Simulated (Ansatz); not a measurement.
# ZnH2O2 + H2: a complex and its separated parts

The complex below is one end of an elementary step. How strongly is it bound against its free parts?

The runs use Ansatz 0.2.0, Gaussian basis; PBE0-D4/def2-TZVP structures, single points in def2-TZVPP, no counterpoise correction.

Levels: SPW92, PBE-D4, BLYP-D4, r2SCAN-D4, B97M-V, PBE0-D4, B3LYP-D4, r2SCAN0-D4, BHLYP-D4, CAM-B3LYP-D4, wB97X-V, wB97M-V, B2PLYP, PBE-QIDH, RPA on PBE, Hartree-Fock, MP2, CCSD, CCSD(T).

Correlated methods freeze the cores. The 3s and 3p shells of Cu and Zn are frozen; filled d shells are correlated. B3LYP uses VWN-RPA correlation. B2PLYP carries no dispersion term here.

94 further runs of the same task are left out: 94 set aside as unsound or not needed.

## Step 1: The system as given

The complex: 7 atoms, charge 0, spin multiplicity 1.

Atoms are counted from 1 here; the program's logs count them from 0.

Bond lengths: Zn1–O2 1.771 Å, Zn1–O3 1.771 Å, O2–H6 0.958 Å, O3–H7 0.958 Å, H4–H5 0.751 Å. Angles: O2–Zn1–O3 175.0°, Zn1–O2–H6 115.8°, Zn1–O3–H7 115.7°.

Coordinates:

| atom | x (Å) | y (Å) | z (Å) |
| --- | --- | --- | --- |
| Zn1 | 0.2750 | -0.3926 | -0.1700 |
| O2 | 0.4337 | -0.9096 | 1.5168 |
| O3 | 0.0321 | 0.2447 | -1.8049 |
| H4 | -1.0219 | 1.3832 | 1.0051 |
| H5 | -1.0934 | 1.6376 | 0.3020 |
| H6 | 0.8775 | -1.7474 | 1.6556 |
| H7 | 0.4972 | -0.2160 | -2.5046 |

Its parts: ZnH2O2 holds atoms 1, 2, 3, 6, 7; H2 holds atoms 4, 5. Each part counts its atoms afresh in its own runs.

## Step 2: Relaxing ZnH2O2 alone

The input, relax-a/in.yaml:

```yaml
crystal:
  periodic: [false, false, false]
  atoms:
    - {symbol: Zn, position_ang: [0.274992, -0.392603, -0.170010]}
    - {symbol: O, position_ang: [0.433713, -0.909592, 1.516817]}
    - {symbol: O, position_ang: [0.032140, 0.244727, -1.804862]}
    - {symbol: H, position_ang: [0.877481, -1.747421, 1.655629]}
    - {symbol: H, position_ang: [0.497155, -0.216041, -2.504575]}
basis:
  gaussian: {orbitals: def2-TZVP}
hamiltonian: {xc: pbe0, dispersion: d4}
relax: {f_tol: 0.005, max_steps: 200}
```

Command:

```
$ ansatz run in.yaml --threads 4 --pin off --events-out ev --progress --plain --max-ram 9574MiB
```

What it wrote, shortened:

```text
Functional definition: PBE0
  name "PBE0"
  cite "Adamo & Barone, J. Chem. Phys. 110, 6158 (1999) doi:10.1063/1.478522"
  cite "Perdew, Burke & Ernzerhof, Phys. Rev. Lett. 77, 3865 (1996) doi:10.1103/PhysRevLett.77.3865"
  parent pbe
[...]
931 factors; their error is unknown
[...]
mean field -52538.01364792 eV, -1930.7363900163 hartree, gradient 1.0e-5 eV, S^2 0.000000; 0 other end points of the search recorded, 0 dependent functions left out
[...]
reference -52538.01367978 eV, -1930.7363911871 hartree; 24, 24 occupied and 98, 98 virtual orbitals, 931 factors
[...]
reference -52538.03065323 eV, -1930.7370149499 hartree; 24, 24 occupied and 98, 98 virtual orbitals, 931 factors
Total energy: -52538.07412349 eV, -1930.7386124524 hartree
Atom 0 at     0.328383    -0.468843    -0.202920 Å, force    -0.000481     0.000677     0.000252 eV/Å
Atom 1 at     0.693772    -0.834271     1.485438 Å, force    -0.000307     0.000746    -0.002216 eV/Å
Atom 2 at    -0.127497     0.025890    -1.835409 Å, force     0.000314    -0.000753     0.002260 eV/Å
Atom 3 at     0.633711    -1.761785     1.720304 Å, force     0.000067    -0.001371     0.001980 eV/Å
Atom 4 at     0.587111     0.018079    -2.474414 Å, force     0.000406     0.000701    -0.002277 eV/Å
Dipole moment:     0.223874    -0.319906    -0.138225 e Å
```

It took 8.5 s on 4 threads of Arm Neoverse V2, shared host.

Along the way: (the energy doesn't fall at every step)

| step | energy from step 1 (eV) | largest force component (eV/Å) |
| --- | --- | --- |
| 1 | 0.0000 | 0.1309 |
| 2 | -0.0026 | 0.3510 |
| 3 | 0.0340 | 1.4421 |
| 4 | -0.0100 | 0.1101 |
| 5 | -0.0158 | 0.0299 |
| 6 | -0.0168 | 0.0181 |
| 7 | -0.0170 | 0.0073 |
| 8 | -0.0171 | 0.0023 |

Distances of close pairs at the start and the end, largest changes first:

| bond | before (Å) | after (Å) | change (Å) |
| --- | --- | --- | --- |
| Zn1–O3 | 1.771 | 1.766 | -0.006 |
| Zn1–O2 | 1.771 | 1.766 | -0.006 |
| O3–H5 | 0.958 | 0.959 | +0.000 |
| O2–H4 | 0.958 | 0.959 | +0.000 |

## Step 3: Relaxing H2 alone

The input, relax-b/in.yaml:

```yaml
crystal:
  periodic: [false, false, false]
  atoms:
    - {symbol: H, position_ang: [-1.021941, 1.383231, 1.005114]}
    - {symbol: H, position_ang: [-1.093443, 1.637599, 0.301986]}
basis:
  gaussian: {orbitals: def2-TZVP}
hamiltonian: {xc: pbe0, dispersion: d4}
relax: {f_tol: 0.005, max_steps: 200}
```

Command:

```
$ ansatz run in.yaml --threads 4 --pin off --events-out ev --progress --plain --max-ram 9574MiB
```

What it wrote, shortened:

```text
[... 5 set-up lines as earlier in the session ...]
[...]
88 factors; their error is unknown
[...]
mean field -31.78820089 eV, -1.1681948360 hartree, gradient 1.7e-5 eV, S^2 0.000000; 0 other end points of the search recorded, 0 dependent functions left out
[...]
reference -31.78866848 eV, -1.1682120195 hartree; 1, 1 occupied and 11, 11 virtual orbitals, 88 factors
Total energy: -31.79027505 eV, -1.1682710597 hartree
Atom 0 at    -1.022176     1.384067     1.002802 Å, force    -0.000274     0.000975    -0.002694 eV/Å
Atom 1 at    -1.093208     1.636763     0.304298 Å, force     0.000274    -0.000975     0.002694 eV/Å
Dipole moment:     0.000000     0.000000     0.000000 e Å
```

Wall time 0.15 s (4 threads of Arm Neoverse V2, shared host).

Along the way:

| step | energy from step 1 (eV) | largest force component (eV/Å) |
| --- | --- | --- |
| 1 | 0.0000 | 0.1670 |
| 2 | -0.0004 | 0.0027 |

The bond:

| bond | before (Å) | after (Å) | change (Å) |
| --- | --- | --- | --- |
| H1–H2 | 0.751 | 0.746 | -0.005 |

## Step 4: SPW92/def2-TZVPP

The input, parta/in.yaml:

```yaml
crystal:
  periodic: [false, false, false]
  atoms:
    - {symbol: Zn, position_ang: [0.328383, -0.468843, -0.202920]}
    - {symbol: O, position_ang: [0.693772, -0.834271, 1.485438]}
    - {symbol: O, position_ang: [-0.127497, 0.025890, -1.835409]}
    - {symbol: H, position_ang: [0.633711, -1.761785, 1.720304]}
    - {symbol: H, position_ang: [0.587111, 0.018079, -2.474414]}
basis:
  gaussian: {orbitals: def2-TZVPP}
hamiltonian: {xc: lda}
```

The input, partb/in.yaml:

```yaml
crystal:
  periodic: [false, false, false]
  atoms:
    - {symbol: H, position_ang: [-1.022176, 1.384067, 1.002802]}
    - {symbol: H, position_ang: [-1.093208, 1.636763, 0.304298]}
basis:
  gaussian: {orbitals: def2-TZVPP}
hamiltonian: {xc: lda}
```

One command serves all of them, each in its own folder.

Command:

```
$ ansatz run in.yaml --threads 4 --pin off --events-out ev --progress --plain --max-ram 9574MiB
```

Output in parta, shortened:

```text
Functional definition: SPW92
  name "SPW92"
  cite "Dirac, Proc. Camb. Phil. Soc. 26, 376 (1930) doi:10.1017/S0305004100016108"
  cite "Slater, Phys. Rev. 81, 385 (1951) doi:10.1103/PhysRev.81.385"
  cite "Perdew & Wang, Phys. Rev. B 45, 13244 (1992) doi:10.1103/PhysRevB.45.13244"
[...]
919 factors; their error is unknown
[...]
mean field -52441.31316062 eV, -1927.1827126541 hartree, gradient 6.6e-5 eV, S^2 0.000000; 0 other end points of the search recorded, 0 dependent functions left out
reference -52441.31320062 eV, -1927.1827141240 hartree; 24, 24 occupied and 130, 130 virtual orbitals, 919 factors
Total energy: -52441.31320062 eV, -1927.1827141240 hartree
```

Log of partb, shortened:

```text
[... 5 set-up lines as earlier in the session ...]
[...]
118 factors; their error is unknown
[...]
mean field -30.93531851 eV, -1.1368519864 hartree, gradient 4.4e-5 eV, S^2 0.000000; 0 other end points of the search recorded, 0 dependent functions left out
reference -30.93533918 eV, -1.1368527463 hartree; 1, 1 occupied and 27, 27 virtual orbitals, 118 factors
Total energy: -30.93533918 eV, -1.1368527463 hartree
```

Times: 0.45 s (parta), 0.1 s (partb) on 4 threads of Arm Neoverse V2, shared host.

## Step 5: PBE-D4/def2-TZVPP

Each input of step 4 (parta, partb) changes in the same lines:

```diff
-hamiltonian: {xc: lda}
+hamiltonian: {xc: pbe, dispersion: d4}
```

The same command starts each run, in its folder.

Command:

```
$ ansatz run in.yaml --threads 4 --pin off --events-out ev --progress --plain --max-ram 9574MiB
```

Log of parta, shortened:

```text
Functional definition: PBE
  name "PBE"
[... 2 set-up lines as earlier in the session ...]
[...]
919 factors; their error is unknown
[...]
mean field -52537.83928002 eV, -1930.7299821144 hartree, gradient 5.9e-5 eV, S^2 0.000000; 0 other end points of the search recorded, 0 dependent functions left out
reference -52537.83932253 eV, -1930.7299836764 hartree; 24, 24 occupied and 130, 130 virtual orbitals, 919 factors
Total energy: -52537.89125637 eV, -1930.7318922098 hartree
```

partb printed, shortened:

```text
[... 4 set-up lines as earlier in the session ...]
[...]
118 factors; their error is unknown
[...]
mean field -31.73222729 eV, -1.1661378439 hartree, gradient 3.1e-5 eV, S^2 0.000000; 0 other end points of the search recorded, 0 dependent functions left out
reference -31.73224896 eV, -1.1661386405 hartree; 1, 1 occupied and 27, 27 virtual orbitals, 118 factors
Total energy: -31.73426820 eV, -1.1662128461 hartree
```

They took 0.6 s (parta), 0.1 s (partb) on 4 threads of Arm Neoverse V2, shared host.

## Step 6: BLYP-D4/def2-TZVPP

Each input of step 5 (parta, partb) changes in the same lines:

```diff
-hamiltonian: {xc: pbe, dispersion: d4}
+hamiltonian: {xc: {name: BLYP}, dispersion: d4}
```

One command serves all of them, each in its own folder.

Command:

```
$ ansatz run in.yaml --threads 4 --pin off --events-out ev --progress --plain --max-ram 9574MiB
```

parta printed, shortened:

```text
Functional definition: BLYP
  name "BLYP"
  cite "Becke, Phys. Rev. A 38, 3098 (1988) doi:10.1103/PhysRevA.38.3098"
  cite "Lee, Yang & Parr, Phys. Rev. B 37, 785 (1988) doi:10.1103/PhysRevB.37.785"
[...]
919 factors; their error is unknown
[...]
mean field -52551.20392796 eV, -1931.2211238673 hartree, gradient 2.5e-5 eV, S^2 0.000000; 0 other end points of the search recorded, 0 dependent functions left out
reference -52551.20422354 eV, -1931.2211347296 hartree; 24, 24 occupied and 130, 130 virtual orbitals, 919 factors
Total energy: -52551.31958474 eV, -1931.2253741753 hartree
```

Log of partb, shortened:

```text
[... 4 set-up lines as earlier in the session ...]
[...]
118 factors; their error is unknown
[...]
mean field -31.82604722 eV, -1.1695856627 hartree, gradient 8.3e-5 eV, S^2 0.000000; 0 other end points of the search recorded, 0 dependent functions left out
reference -31.82623964 eV, -1.1695927342 hartree; 1, 1 occupied and 27, 27 virtual orbitals, 118 factors
Total energy: -31.83113757 eV, -1.1697727298 hartree
```

Wall times: 0.8 s (parta), 0.1 s (partb) on 4 threads of Arm Neoverse V2, shared host.

## Step 7: r2SCAN-D4/def2-TZVPP

The same edit goes into each in.yaml of step 6 (parta, partb):

```diff
-hamiltonian: {xc: {name: BLYP}, dispersion: d4}
+hamiltonian: {xc: r2scan, dispersion: d4}
```

Each run has its own folder and the same command.

Command:

```
$ ansatz run in.yaml --threads 4 --pin off --events-out ev --progress --plain --max-ram 9574MiB
```

Log of parta, shortened:

```text
Functional definition: r2SCAN
  name "r2SCAN"
  cite "Furness, Kaplan, Ning, Perdew & Sun, J. Phys. Chem. Lett. 11, 8208 (2020) doi:10.1021/acs.jpclett.0c02405"
  cite "Furness, Kaplan, Ning, Perdew & Sun, J. Phys. Chem. Lett. 11, 9248 (2020) doi:10.1021/acs.jpclett.0c03077"
  parent r2scan
[...]
919 factors; their error is unknown
[...]
mean field -52546.99609597 eV, -1931.0664888938 hartree, gradient 1.9e-5 eV, S^2 0.000000; 0 other end points of the search recorded, 0 dependent functions left out
reference -52546.99610966 eV, -1931.0664893967 hartree; 24, 24 occupied and 130, 130 virtual orbitals, 919 factors
Total energy: -52547.00834089 eV, -1931.0669388862 hartree
```

partb printed, shortened:

```text
[... 5 set-up lines as earlier in the session ...]
[...]
118 factors; their error is unknown
[...]
mean field -31.87204527 eV, -1.1712760601 hartree, gradient 4.1e-5 eV, S^2 0.000000; 0 other end points of the search recorded, 0 dependent functions left out
reference -31.87205189 eV, -1.1712763033 hartree; 1, 1 occupied and 27, 27 virtual orbitals, 118 factors
Total energy: -31.87255328 eV, -1.1712947289 hartree
```

Times: 1.5 s (parta), 0.3 s (partb) on 4 threads of Arm Neoverse V2, shared host.

## Step 8: B97M-V/def2-TZVPP

Each input of step 7 (parta, partb) changes in the same lines:

```diff
-hamiltonian: {xc: r2scan, dispersion: d4}
+hamiltonian: {xc: {name: B97M-V}}
```

One command serves all of them, each in its own folder.

Command:

```
$ ansatz run in.yaml --threads 4 --pin off --events-out ev --progress --plain --max-ram 9574MiB
```

Log of parta, shortened:

```text
Functional definition: B97M-V
  name "B97M-V"
  cite "Mardirossian & Head-Gordon, J. Chem. Phys. 142, 074111 (2015) doi:10.1063/1.4907719"
  cite "Becke, J. Chem. Phys. 107, 8554 (1997) doi:10.1063/1.475007"
  cite "Vydrov & Van Voorhis, J. Chem. Phys. 133, 244103 (2010) doi:10.1063/1.3521275"
  # Of w^i u^j: cxij and so on, Table III.
[...]
  gx(w, u) = cx00 + cx01*u + cx02*u^2 + (cx10 + cx11*u)*w
[...]
  gos(w, u) = cos00 + cos01*u + cos03*u^3 + cos10*w + cos32*w^3*u^2
[...]
      + integral(e_c_pw_mod_opposite_spin*gos(b97_w_opposite, b97_u_opposite)) + vv10(b, c)
919 factors; their error is unknown
[...]
mean field -52538.29304407 eV, -1930.7466576356 hartree, gradient 1.3e-5 eV, S^2 0.000000; 0 other end points of the search recorded, 0 dependent functions left out
reference -52538.29310639 eV, -1930.7466599258 hartree; 24, 24 occupied and 130, 130 virtual orbitals, 919 factors
Total energy: -52538.29310639 eV, -1930.7466599258 hartree
```

Log of partb, shortened:

```text
[... 5 set-up lines as earlier in the session ...]
  # Of w^i u^j: cxij and so on, Table III.
[...]
  gx(w, u) = cx00 + cx01*u + cx02*u^2 + (cx10 + cx11*u)*w
  gss(w, u) = css00 + css02*u^2 + css10*w + (css32*w^3 + css42*w^4)*u^2
  gos(w, u) = cos00 + cos01*u + cos03*u^3 + cos10*w + cos32*w^3*u^2
[...]
      + integral(e_c_pw_mod_opposite_spin*gos(b97_w_opposite, b97_u_opposite)) + vv10(b, c)
118 factors; their error is unknown
[...]
mean field -31.90527714 eV, -1.1724973088 hartree, gradient 8.2e-6 eV, S^2 0.000000; 0 other end points of the search recorded, 0 dependent functions left out
reference -31.90530682 eV, -1.1724983996 hartree; 1, 1 occupied and 27, 27 virtual orbitals, 118 factors
Total energy: -31.90530682 eV, -1.1724983996 hartree
```

They took 2.8 s (parta), 0.15 s (partb) on 4 threads of Arm Neoverse V2, shared host.

## Step 9: PBE0-D4/def2-TZVPP

The same edit goes into each in.yaml of step 8 (parta, partb):

```diff
-hamiltonian: {xc: {name: B97M-V}}
+hamiltonian: {xc: pbe0, dispersion: d4}
+output: {orbitals: {seedname: orbitals}}
```

One command serves all of them, each in its own folder.

Command:

```
$ ansatz run in.yaml --threads 4 --pin off --events-out ev --progress --plain --max-ram 9574MiB
```

Log of parta, shortened:

```text
[... 5 set-up lines as earlier in the session ...]
[...]
1004 factors; their error is unknown
[...]
mean field -52538.14457506 eV, -1930.7412015001 hartree, gradient 1.3e-5 eV, S^2 0.000000; 0 other end points of the search recorded, 0 dependent functions left out
reference -52538.14460687 eV, -1930.7412026691 hartree; 24, 24 occupied and 130, 130 virtual orbitals, 1004 factors
Total energy: -52538.18807714 eV, -1930.7428001718 hartree
```

Log of partb, shortened:

```text
[... 5 set-up lines as earlier in the session ...]
[...]
118 factors; their error is unknown
[...]
mean field -31.79610658 eV, -1.1684853646 hartree, gradient 5.5e-5 eV, S^2 0.000000; 0 other end points of the search recorded, 0 dependent functions left out
reference -31.79612257 eV, -1.1684859523 hartree; 1, 1 occupied and 27, 27 virtual orbitals, 118 factors
Total energy: -31.79772914 eV, -1.1685449925 hartree
```

They took 0.9 s (parta), 0.1 s (partb) on 4 threads of Arm Neoverse V2, shared host.

## Step 10: B3LYP-D4/def2-TZVPP

Each input of step 9 (parta, partb) changes in the same lines:

```diff
-hamiltonian: {xc: pbe0, dispersion: d4}
-output: {orbitals: {seedname: orbitals}}
+hamiltonian: {xc: {name: B3LYP}, dispersion: d4}
```

Each run has its own folder and the same command.

Command:

```
$ ansatz run in.yaml --threads 4 --pin off --events-out ev --progress --plain --max-ram 9574MiB
```

Output in parta, shortened:

```text
Functional definition: B3LYP
  name "B3LYP"
  cite "Stephens, Devlin, Chabalowski & Frisch, J. Phys. Chem. 98, 11623 (1994) doi:10.1021/j100096a001"
[... 2 set-up lines as earlier in the session ...]
  cite "Vosko, Wilk & Nusair, Can. J. Phys. 58, 1200 (1980) doi:10.1139/p80-159"
[...]
984 factors; their error is unknown
[...]
mean field -52550.78103184 eV, -1931.2055827214 hartree, gradient 1.1e-5 eV, S^2 0.000000; 0 other end points of the search recorded, 0 dependent functions left out
reference -52550.78125413 eV, -1931.2055908903 hartree; 24, 24 occupied and 130, 130 virtual orbitals, 984 factors
Total energy: -52550.86553405 eV, -1931.2086881205 hartree
```

Output in partb, shortened:

```text
[... 6 set-up lines as earlier in the session ...]
[...]
118 factors; their error is unknown
[...]
mean field -32.10922379 eV, -1.1799922100 hartree, gradient 4.6e-5 eV, S^2 0.000000; 0 other end points of the search recorded, 0 dependent functions left out
reference -32.10936590 eV, -1.1799974322 hartree; 1, 1 occupied and 27, 27 virtual orbitals, 118 factors
Total energy: -32.11251700 eV, -1.1801132333 hartree
```

Wall times: 1 s (parta), 0.1 s (partb) on 4 threads of Arm Neoverse V2, shared host.

## Step 11: r2SCAN0-D4/def2-TZVPP

The same edit goes into each in.yaml of step 10 (parta, partb):

```diff
-hamiltonian: {xc: {name: B3LYP}, dispersion: d4}
+hamiltonian: {xc: {name: r2SCAN0}, dispersion: d4}
```

Each run has its own folder and the same command.

Command:

```
$ ansatz run in.yaml --threads 4 --pin off --events-out ev --progress --plain --max-ram 9574MiB
```

Output in parta, shortened:

```text
Functional definition: r2SCAN0
  name "r2SCAN0"
  cite "Bursch, Neugebauer, Ehlert & Grimme, J. Chem. Phys. 156, 134105 (2022) doi:10.1063/5.0086040"
[... 3 set-up lines as earlier in the session ...]
[...]
1004 factors; their error is unknown
[...]
mean field -52545.20095730 eV, -1931.0005187644 hartree, gradient 6.0e-6 eV, S^2 0.000000; 0 other end points of the search recorded, 0 dependent functions left out
reference -52545.20096826 eV, -1931.0005191670 hartree; 24, 24 occupied and 130, 130 virtual orbitals, 1004 factors
Total energy: -52545.21544972 eV, -1931.0010513510 hartree
```

partb printed, shortened:

```text
[... 6 set-up lines as earlier in the session ...]
[...]
118 factors; their error is unknown
[...]
mean field -31.85186056 eV, -1.1705342858 hartree, gradient 1.4e-5 eV, S^2 0.000000; 0 other end points of the search recorded, 0 dependent functions left out
reference -31.85186569 eV, -1.1705344741 hartree; 1, 1 occupied and 27, 27 virtual orbitals, 118 factors
Total energy: -31.85240707 eV, -1.1705543694 hartree
```

Times: 1.6 s (parta), 0.3 s (partb) on 4 threads of Arm Neoverse V2, shared host.

## Step 12: BHLYP-D4/def2-TZVPP

The same edit goes into each in.yaml of step 11 (parta, partb):

```diff
-hamiltonian: {xc: {name: r2SCAN0}, dispersion: d4}
+hamiltonian: {xc: {name: BHLYP}, dispersion: d4}
```

One command serves all of them, each in its own folder.

Command:

```
$ ansatz run in.yaml --threads 4 --pin off --events-out ev --progress --plain --max-ram 9574MiB
```

Output in parta, shortened:

```text
Functional definition: BHLYP
  name "BHLYP"
  cite "Becke, J. Chem. Phys. 98, 1372 (1993) doi:10.1063/1.464304"
[... 2 set-up lines as earlier in the session ...]
[...]
1112 factors; their error is unknown
[...]
mean field -52546.06179598 eV, -1931.0321540024 hartree, gradient 2.2e-5 eV, S^2 0.000000; 0 other end points of the search recorded, 0 dependent functions left out
reference -52546.06194497 eV, -1931.0321594777 hartree; 24, 24 occupied and 130, 130 virtual orbitals, 1112 factors
Total energy: -52546.12724518 eV, -1931.0345592161 hartree
```

Log of partb, shortened:

```text
[... 5 set-up lines as earlier in the session ...]
[...]
118 factors; their error is unknown
[...]
mean field -31.83804315 eV, -1.1700265050 hartree, gradient 5.6e-5 eV, S^2 0.000000; 0 other end points of the search recorded, 0 dependent functions left out
reference -31.83813871 eV, -1.1700300169 hartree; 1, 1 occupied and 27, 27 virtual orbitals, 118 factors
Total energy: -31.83988231 eV, -1.1700940932 hartree
```

Wall times: 0.9 s (parta), 0.1 s (partb) on 4 threads of Arm Neoverse V2, shared host.

## Step 13: CAM-B3LYP-D4/def2-TZVPP

Each input of step 12 (parta, partb) changes in the same lines:

```diff
-hamiltonian: {xc: {name: BHLYP}, dispersion: d4}
+hamiltonian: {xc: {name: CAM-B3LYP}, dispersion: d4}
```

One command serves all of them, each in its own folder.

Command:

```
$ ansatz run in.yaml --threads 4 --pin off --events-out ev --progress --plain --max-ram 9574MiB
```

Output in parta, shortened:

```text
Functional definition: CAM-B3LYP
  name "CAM-B3LYP"
  cite "Yanai, Tew & Handy, Chem. Phys. Lett. 393, 51 (2004) doi:10.1016/j.cplett.2004.06.011"
  cite "Iikura, Tsuneda, Yanai & Hirao, J. Chem. Phys. 115, 3540 (2001) doi:10.1063/1.1383587"
[... 2 set-up lines as earlier in the session ...]
[...]
966 factors; their error is unknown
170 factors; integrals over basis functions are off by at most 8.4e-5 eV
[...]
mean field -52551.20226147 eV, -1931.2210626249 hartree, gradient 1.5e-5 eV, S^2 0.000000; 0 other end points of the search recorded, 0 dependent functions left out
reference -52551.20236984 eV, -1931.2210666072 hartree; 24, 24 occupied and 130, 130 virtual orbitals, 966 factors
Total energy: -52551.24643240 eV, -1931.2226858764 hartree
```

Log of partb, shortened:

```text
[... 6 set-up lines as earlier in the session ...]
[...]
  # Exact exchange under (alpha + beta erf(omega r))/r, Becke's under what is left of 1/r.
[...]
118 factors; their error is unknown
42 factors; integrals over basis functions are off by at most 6.3e-5 eV
[...]
mean field -31.88030330 eV, -1.1715795370 hartree, gradient 6.4e-5 eV, S^2 0.000000; 0 other end points of the search recorded, 0 dependent functions left out
reference -31.88037324 eV, -1.1715821072 hartree; 1, 1 occupied and 27, 27 virtual orbitals, 118 factors
Total energy: -31.88188665 eV, -1.1716377241 hartree
```

Times: 1.1 s (parta), 0.1 s (partb) on 4 threads of Arm Neoverse V2, shared host.

(Part 1 of 2 ends here.)
